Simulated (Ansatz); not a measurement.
# Ba2Tl5V3O12 (P-42m) in Ansatz: convergence with k mesh

Aim: find how far k mesh must go before the results for Ba2Tl5V3O12 settle, at PBE. This setting moves, with any that are tied to it; all else stays.

All numbers are computed with Ansatz 0.2.0; they aren't measurements. Logs are shortened: lines on timing, memory, paths and dates and some standing lists are left out, and cuts for length are marked.

## 1. Starting point

It takes space group P-42m (No. 111, tetragonal). Conventional cell: a = 10.975 Å, b = 10.975 Å, c = 6.604 Å, α = 90.00°, β = 90.00°, γ = 90.00°. Ba (site symmetry 222) has 4 O at 2.58 Å as nearest neighbours. V (site symmetry -42m) is surrounded by 4 O at 1.73 Å. V (site symmetry 222) has 4 O at 1.73 Å as nearest neighbours. Tl (site symmetry -42m) has 4 O at 2.65 Å as nearest neighbours. Tl (site symmetry m) has 3 O at 2.50 to 2.65 Å as nearest neighbours. O (site symmetry m) has 1 V at 1.73 Å as nearest neighbours. Around O (site symmetry 1) lie 1 V at 1.73 Å.

The cell was built by a generator and needn't be a form met in nature.

## 2. With k mesh 1 × 1 × 2

File input.yaml:

```yaml
crystal:
  lattice:
    - [10.97457, 0.0, 0.0]
    - [0.0, 10.97457, 0.0]
    - [0.0, 0.0, 6.604]
  atoms:
    - { symbol: Ba, position: [0.0, 0.5, 0.0] }
    - { symbol: Ba, position: [0.5, 0.0, 0.0] }
    - { symbol: V, position: [0.5, 0.5, 0.0], spin: 2.0 }
    - { symbol: V, position: [0.5, 0.0, 0.5], spin: 2.0 }
    - { symbol: V, position: [0.0, 0.5, 0.5], spin: 2.0 }
    - { symbol: Tl, position: [0.5, 0.5, 0.5] }
    - { symbol: Tl, position: [0.7126, 0.2874, 0.40228] }
    - { symbol: Tl, position: [0.2874, 0.7126, 0.40228] }
    - { symbol: Tl, position: [0.7126, 0.7126, 0.59772] }
    - { symbol: Tl, position: [0.2874, 0.2874, 0.59772] }
    - { symbol: O, position: [0.41064, 0.58936, 0.1577] }
    - { symbol: O, position: [0.58936, 0.41064, 0.1577] }
    - { symbol: O, position: [0.58936, 0.58936, 0.8423] }
    - { symbol: O, position: [0.41064, 0.41064, 0.8423] }
    - { symbol: O, position: [0.58661, 0.0857, 0.33378] }
    - { symbol: O, position: [0.41339, 0.0857, 0.66622] }
    - { symbol: O, position: [0.58661, 0.9143, 0.66622] }
    - { symbol: O, position: [0.41339, 0.9143, 0.33378] }
    - { symbol: O, position: [0.0857, 0.58661, 0.33378] }
    - { symbol: O, position: [0.0857, 0.41339, 0.66622] }
    - { symbol: O, position: [0.9143, 0.58661, 0.66622] }
    - { symbol: O, position: [0.9143, 0.41339, 0.33378] }
hamiltonian:
  xc: pbe
  pseudopotentials: { kind: paw }
magnetization:
  spin_polarized: true
kpoints:
  mp_grid: { grid: [1, 1, 2] }
scf:
  occupations: { method: fermi_dirac, width: 0.05 }
output:
  forces: true
  stress: true
  eigenvalues: true
```

Potentials or basis: Ansatz PAW.

The run is started by

```sh
$ ansatz run input.yaml --threads 8 --pin off --max-ram 20480MiB --backend cpu --events-out ev --progress --plain --runs-dir out
```

What it wrote:

```text
Warning: RAYON_NUM_THREADS=8 ignored (pool sized by the plan → 8); use --threads N
Engine: ansatz 0.2.0, x86_64-unknown-linux-gnu
Pseudopotentials: kind: paw
Pseudopotential: Ba, paw, valence charge 10, recommended cutoff 420 eV (normal), Ba.paw.azcp
[... 100 lines left out ...]
        0.000000       0.034241       0.000000
       -0.000000       0.000000       0.039210
  P = ⅓ Tr σ = 0.0359 GPa (0.359 kbar)
--- Band table (eV) ---
  k-point 0 ↑: bands = ["-62.8397", "-62.8397", "-62.5029", "-36.8370", "-36.8370", "-36.7732", "-36.7732", "-36.7620", "-36.7620", "-36.4659", "-36.4268", "-36.4268", "-25.1111", "-25.1111", "-15.6140", "-15.5972", "-15.4199", "-15.4048", "-15.2888", "-15.2651", "-15.2651", "-15.2464", "-15.2464", "-14.8459", "-14.8459", "-14.8358", "-10.3859", "-10.3859", "-10.3437", "-10.3437", "-9.9791", "-9.9579", "-9.1115", "-8.9264", "-8.9145", "-8.8392", "-8.8392", "-8.8129", "-8.8129", "-8.7987", "-8.7961", "-8.7416", "-8.7416", "-8.7290", "-8.7080", "-8.6705", "-8.6480", "-8.6480", "-8.6460", "-8.6258", "-8.6202", "-8.6202", "-8.6073", "-8.5899", "-8.5899", "-8.5558", "-8.5425", "-4.4497", "-3.7877", "-3.7877", "-3.4551", "-3.3468", "-2.7323", "-2.2773", "-2.2773", "-2.1264", "-1.9970", "-1.9970", "-1.8828", "-1.7919", "-1.7752", "-1.7168", "-1.6711", "-1.5170", "-1.3763", "-1.3226", "-1.3016", "-1.3016", "-1.0955", "-1.0955", "-1.0684", "-1.0684", "-0.8428", "-0.7751", "-0.4504", "-0.3630", "-0.3630", "-0.1223", "-0.1223", "0.0771", "0.0785", "0.0791", "0.1672", "0.1672", "0.5026", "0.5763", "0.5855", "0.5855", "3.6893", "3.6893", "3.9607", "4.0183", "4.2816", "4.3009", "4.4948", "4.6165", "4.6419", "4.8599", "4.9204", "4.9577", "4.9920", "4.9920", "5.1875", "5.2681", "5.5107", "5.8115", "5.8474", "5.8474", "6.0375", "6.0375", "6.3593", "6.3855", "6.3879"]
  k-point 1 ↑: bands = ["-62.8397", "-62.8397", "-62.5029", "-36.8371", "-36.8371", "-36.7732", "-36.7732", "-36.7620", "-36.7620", "-36.4660", "-36.4268", "-36.4268", "-25.1070", "-25.1070", "-15.8928", "-15.8789", "-15.2667", "-15.2667", "-15.2561", "-15.2473", "-15.2473", "-15.1314", "-15.1161", "-14.8710", "-14.8454", "-14.8454", "-10.3820", "-10.3820", "-10.3392", "-10.3392", "-9.9840", "-9.9616", "-9.1138", "-8.9249", "-8.9126", "-8.8390", "-8.8390", "-8.8134", "-8.8134", "-8.8003", "-8.7929", "-8.7417", "-8.7417", "-8.7328", "-8.7060", "-8.6583", "-8.6502", "-8.6492", "-8.6492", "-8.6287", "-8.6208", "-8.6208", "-8.6044", "-8.5882", "-8.5882", "-8.5595", "-8.5405", "-4.4785", "-3.7535", "-3.7535", "-3.5274", "-3.0269", "-2.3485", "-2.3485", "-2.2000", "-2.1730", "-2.1331", "-2.0660", "-2.0660", "-2.0380", "-1.7507", "-1.7149", "-1.5302", "-1.4724", "-1.4529", "-1.4529", "-1.2969", "-1.2834", "-1.2827", "-1.2327", "-0.8085", "-0.8085", "-0.7431", "-0.7431", "-0.6394", "-0.6394", "-0.6046", "-0.3858", "-0.3858", "-0.0105", "0.0364", "0.2181", "0.4443", "0.4443", "0.5091", "0.5091", "0.5386", "0.8653", "3.6521", "3.6521", "3.6839", "4.1559", "4.2187", "4.3976", "4.4920", "4.5829", "4.6689", "4.6773", "4.6774", "4.6774", "5.0929", "5.2750", "5.2970", "5.6367", "5.7278", "5.7783", "5.8003", "5.8003", "5.9448", "5.9977", "5.9977", "6.1126", "6.3597"]
  k-point 0 ↓: bands = ["-62.8397", "-62.8397", "-62.5028", "-36.8370", "-36.8370", "-36.7732", "-36.7732", "-36.7620", "-36.7620", "-36.4659", "-36.4268", "-36.4268", "-25.1111", "-25.1111", "-15.6140", "-15.5972", "-15.4199", "-15.4048", "-15.2888", "-15.2651", "-15.2651", "-15.2464", "-15.2464", "-14.8459", "-14.8459", "-14.8358", "-10.3859", "-10.3859", "-10.3437", "-10.3437", "-9.9791", "-9.9579", "-9.1115", "-8.9264", "-8.9145", "-8.8392", "-8.8392", "-8.8129", "-8.8129", "-8.7987", "-8.7961", "-8.7416", "-8.7416", "-8.7290", "-8.7080", "-8.6705", "-8.6480", "-8.6480", "-8.6460", "-8.6258", "-8.6202", "-8.6202", "-8.6073", "-8.5899", "-8.5899", "-8.5558", "-8.5425", "-4.4497", "-3.7877", "-3.7877", "-3.4551", "-3.3468", "-2.7323", "-2.2773", "-2.2773", "-2.1264", "-1.9970", "-1.9970", "-1.8828", "-1.7919", "-1.7752", "-1.7168", "-1.6711", "-1.5170", "-1.3763", "-1.3226", "-1.3016", "-1.3016", "-1.0955", "-1.0955", "-1.0684", "-1.0684", "-0.8428", "-0.7751", "-0.4504", "-0.3630", "-0.3630", "-0.1223", "-0.1223", "0.0771", "0.0785", "0.0791", "0.1672", "0.1672", "0.5026", "0.5763", "0.5855", "0.5855", "3.6893", "3.6893", "3.9607", "4.0183", "4.2816", "4.3009", "4.4948", "4.6165", "4.6419", "4.8599", "4.9204", "4.9577", "4.9920", "4.9920", "5.1875", "5.2681", "5.5107", "5.8115", "5.8474", "5.8474", "6.0375", "6.0375", "6.3593", "6.3855", "6.3879"]
  k-point 1 ↓: bands = ["-62.8397", "-62.8397", "-62.5028", "-36.8371", "-36.8371", "-36.7732", "-36.7732", "-36.7620", "-36.7620", "-36.4660", "-36.4268", "-36.4268", "-25.1070", "-25.1070", "-15.8928", "-15.8789", "-15.2667", "-15.2667", "-15.2561", "-15.2473", "-15.2473", "-15.1314", "-15.1161", "-14.8710", "-14.8454", "-14.8454", "-10.3820", "-10.3820", "-10.3392", "-10.3392", "-9.9840", "-9.9616", "-9.1138", "-8.9249", "-8.9126", "-8.8390", "-8.8390", "-8.8134", "-8.8134", "-8.8003", "-8.7929", "-8.7417", "-8.7417", "-8.7328", "-8.7060", "-8.6583", "-8.6502", "-8.6492", "-8.6492", "-8.6287", "-8.6208", "-8.6208", "-8.6044", "-8.5882", "-8.5882", "-8.5595", "-8.5405", "-4.4785", "-3.7535", "-3.7535", "-3.5274", "-3.0269", "-2.3485", "-2.3485", "-2.2000", "-2.1730", "-2.1331", "-2.0660", "-2.0660", "-2.0380", "-1.7507", "-1.7149", "-1.5302", "-1.4724", "-1.4529", "-1.4529", "-1.2969", "-1.2834", "-1.2827", "-1.2327", "-0.8085", "-0.8085", "-0.7431", "-0.7431", "-0.6394", "-0.6394", "-0.6046", "-0.3858", "-0.3858", "-0.0105", "0.0364", "0.2181", "0.4443", "0.4443", "0.5091", "0.5091", "0.5386", "0.8653", "3.6521", "3.6521", "3.6839", "4.1559", "4.2187", "4.3976", "4.4920", "4.5829", "4.6689", "4.6773", "4.6774", "4.6774", "5.0929", "5.2750", "5.2970", "5.6367", "5.7278", "5.7783", "5.8003", "5.8003", "5.9448", "5.9977", "5.9977", "6.1126", "6.3597"]
```

It took 10 s on 8 threads of Intel Xeon Platinum 8259CL at 2.50GHz (Skylake/Cascade Lake), shared host; peak memory 2 GiB.

Results:

```
Free energy            : -84678.6702 eV
Pressure               : 0.0 GPa
Largest force          : 0.021 eV/Å
Band gap on the k mesh : 2.79 eV, direct
Net moment             : 0.00 μB per cell
Absolute moment        : 0.00 μB per cell
```

## 3. With k mesh 2 × 2 × 2

input.yaml, as its differences from that of step 2:

```diff
@@ -34,3 +34,3 @@
 kpoints:
-  mp_grid: { grid: [1, 1, 2] }
+  mp_grid: { grid: [2, 2, 2] }
 scf:
```

Potentials or basis: Ansatz PAW.

The run is started by

```sh
$ ansatz run input.yaml --threads 8 --pin off --max-ram 20480MiB --backend cpu --events-out ev --progress --plain --runs-dir out
```

It took 23 s on 8 threads of Intel Xeon Platinum 8259CL at 2.50GHz (Skylake/Cascade Lake), shared host; peak memory 3.6 GiB.

Results:

| Quantity | Value |
| --- | --- |
| Free energy | -84678.6717 eV |
| Pressure | 0.0 GPa |
| Largest force | 0.006 eV/Å |
| Band gap on the k mesh | 2.50 eV, indirect (least direct gap 2.61 eV) |
| Net moment | 0.00 μB per cell |
| Absolute moment | 0.00 μB per cell |

## 4. With k mesh 2 × 2 × 3

input.yaml, as its differences from that of step 3:

```diff
@@ -34,3 +34,3 @@
 kpoints:
-  mp_grid: { grid: [2, 2, 2] }
+  mp_grid: { grid: [2, 2, 3] }
 scf:
```

The run is started by

```sh
$ ansatz run input.yaml --threads 8 --pin off --max-ram 20480MiB --backend cpu --events-out ev --progress --plain --runs-dir out
```

Wall time 33 s (8 threads of Intel Xeon Platinum 8259CL at 2.50GHz (Skylake/Cascade Lake), shared host); peak memory 3.5 GiB.

Results:

* Free energy: -84678.6838 eV
* Pressure: 0.0 GPa
* Largest force: 0.004 eV/Å
* Band gap on the k mesh: 2.60 eV, indirect (least direct gap 2.73 eV)
* Net moment: 0.00 μB per cell
* Absolute moment: 0.00 μB per cell

## 5. With k mesh 3 × 3 × 4

input.yaml, as its differences from that of step 4:

```diff
@@ -34,3 +34,3 @@
 kpoints:
-  mp_grid: { grid: [2, 2, 3] }
+  mp_grid: { grid: [3, 3, 4] }
 scf:
```

The run is started by

```sh
$ ansatz run input.yaml --threads 8 --pin off --max-ram 20480MiB --backend cpu --events-out ev --progress --plain --runs-dir out
```

Run time: 55 s. Hardware: 8 threads of Intel Xeon Platinum 8259CL at 2.50GHz (Skylake/Cascade Lake), shared host; peak memory 4 GiB.

The run converged. Its results:

- Free energy: -84678.6834 eV
- Pressure: 0.0 GPa
- Largest force: 0.004 eV/Å
- Band gap on the k mesh: 2.57 eV, indirect (least direct gap 2.64 eV)
- Net moment: 0.00 μB per cell
- Absolute moment: 0.00 μB per cell

## 6. With k mesh 3 × 3 × 5

input.yaml, as its differences from that of step 5:

```diff
@@ -34,3 +34,3 @@
 kpoints:
-  mp_grid: { grid: [3, 3, 4] }
+  mp_grid: { grid: [3, 3, 5] }
 scf:
```

Potentials or basis: Ansatz PAW.

The run is started by

```sh
$ ansatz run input.yaml --threads 8 --pin off --max-ram 20480MiB --backend cpu --events-out ev --progress --plain --runs-dir out
```

It took 57 s on 8 threads of Intel Xeon Platinum 8259CL at 2.50GHz (Skylake/Cascade Lake), shared host; peak memory 3.9 GiB.

It converged, with:

* Free energy: -84678.6830 eV
* Pressure: 0.0 GPa
* Largest force: 0.004 eV/Å
* Band gap on the k mesh: 2.61 eV, indirect (least direct gap 2.68 eV)
* Net moment: 0.00 μB per cell
* Absolute moment: 0.00 μB per cell

## 7. With k mesh 4 × 4 × 6

input.yaml, as its differences from that of step 6:

```diff
@@ -34,3 +34,3 @@
 kpoints:
-  mp_grid: { grid: [3, 3, 5] }
+  mp_grid: { grid: [4, 4, 6] }
 scf:
```

The run is started by

```sh
$ ansatz run input.yaml --threads 8 --pin off --max-ram 20480MiB --backend cpu --events-out ev --progress --plain --runs-dir out
```

It took 2 min on 8 threads of Intel Xeon Platinum 8259CL at 2.50GHz (Skylake/Cascade Lake), shared host; peak memory 5.4 GiB.

The run converged. Its results:

- Free energy: -84678.6833 eV
- Pressure: 0.0 GPa
- Largest force: 0.004 eV/Å
- Band gap on the k mesh: 2.50 eV, indirect (least direct gap 2.61 eV)
- Net moment: 0.00 μB per cell
- Absolute moment: 0.00 μB per cell

## 8. With k mesh 4 × 4 × 7

input.yaml, as its differences from that of step 7:

```diff
@@ -34,3 +34,3 @@
 kpoints:
-  mp_grid: { grid: [4, 4, 6] }
+  mp_grid: { grid: [4, 4, 7] }
 scf:
```

The run is started by

```sh
$ ansatz run input.yaml --threads 8 --pin off --max-ram 20480MiB --backend cpu --events-out ev --progress --plain --runs-dir out
```

Wall time 2.3 min (8 threads of Intel Xeon Platinum 8259CL at 2.50GHz (Skylake/Cascade Lake), shared host); peak memory 5.5 GiB.

The run converged. Its results:

```
Free energy            : -84678.6834 eV
Pressure               : 0.0 GPa
Largest force          : 0.004 eV/Å
Band gap on the k mesh : 2.52 eV, indirect (least direct gap 2.64 eV)
Net moment             : 0.00 μB per cell
Absolute moment        : 0.00 μB per cell
```

## 9. The series at a glance

| k mesh | energy less the tightest run, at zero smearing (meV/atom) | largest force (eV/Å) | gap on the mesh (eV) | SCF cycles | CPU time (s) | peak memory (GiB) |
| --- | --- | --- | --- | --- | --- | --- |
| 1 × 1 × 2 | 0.60 | 0.021 | 2.787 | 15 | 63 | 2 |
| 2 × 2 × 2 | 0.53 | 0.006 | 2.499 | 15 | 150 | 3.6 |
| 2 × 2 × 3 | -0.01 | 0.004 | 2.603 | 16 | 220 | 3.5 |
| 3 × 3 × 4 | 0.00 | 0.004 | 2.569 | 16 | 370 | 4 |
| 3 × 3 × 5 | 0.02 | 0.004 | 2.611 | 16 | 390 | 3.9 |
| 4 × 4 × 6 | 0.01 | 0.004 | 2.499 | 15 | 900 | 5.4 |
| 4 × 4 × 7 | 0.00 | 0.004 | 2.520 | 16 | 1000 | 5.5 |

Against the tightest run, the energy stays within 1 meV/atom from 1 × 1 × 2 on; the largest force stays within 0.005 eV/Å from 2 × 2 × 2 on. Not settled before the last step: the gap on the mesh (to 0.01 eV). Meshes of other sizes hit other points, so gaps and Fermi surfaces needn't settle smoothly. The tightest run that finished is the yardstick and may itself not be fully converged.

Caveats: odd divisions of the mesh miss points on the zone boundary, where band edges often lie, so the gap on the mesh can be too wide; spin-orbit coupling is left out, which as a rule narrows the gap of such compounds by several tenths of an eV; the starting moments weren't kept.
